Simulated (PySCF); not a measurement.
# CH5BFN: the cost of one run

The runs use PySCF 2.14.0, with density-fitted response routines of our own; the level of theory stands in each step. All values are computed, except where a source is named. Atoms are numbered from 0 throughout.

### Step 1. The starting structure

9 atoms, charge 0, multiplicity 1; geometry from: PBE0-D3(BJ)/def2-SVP.

Bonds of the start (Å): C0–B1 1.57, B1–N2 1.40, B1–F3 1.35, C0–H4 1.10, C0–H5 1.10, C0–H6 1.10, N2–H7 1.01, N2–H8 1.01.

### Step 2. NMR shieldings: PBE0/pcSseg-2

What the job is given:

```
{"job": {"kind": "nmr", "xc": "PBE0", "basis": "pcSseg-2", "pop": false}, "charge": 0, "multiplicity": 1}
C     -1.097904     0.265424    -0.368834
B      0.231798     0.178814     0.464172
N      1.361876    -0.545969     0.070760
F      0.300818     0.835905     1.638748
H     -1.056574    -0.252893    -1.337832
H     -1.364439     1.319497    -0.549341
H     -1.928679    -0.167262     0.213338
H      2.202941    -0.588543     0.631285
H      1.407897    -1.061119    -0.795853
```

Method: GIAO PBE0/pcSseg-2 NMR shielding, non-relativistic, gas phase.

Command:

```sh
$ OMP_NUM_THREADS=1 python probes_run.py task.json out
```

One launch serves the whole session: the jobs run in the order shown.

**Question.** How long does this first job take on 1 thread of Arm Neoverse V1, shared host, and how much memory does it need?

About 14 s, with a peak of 0.91 GiB.
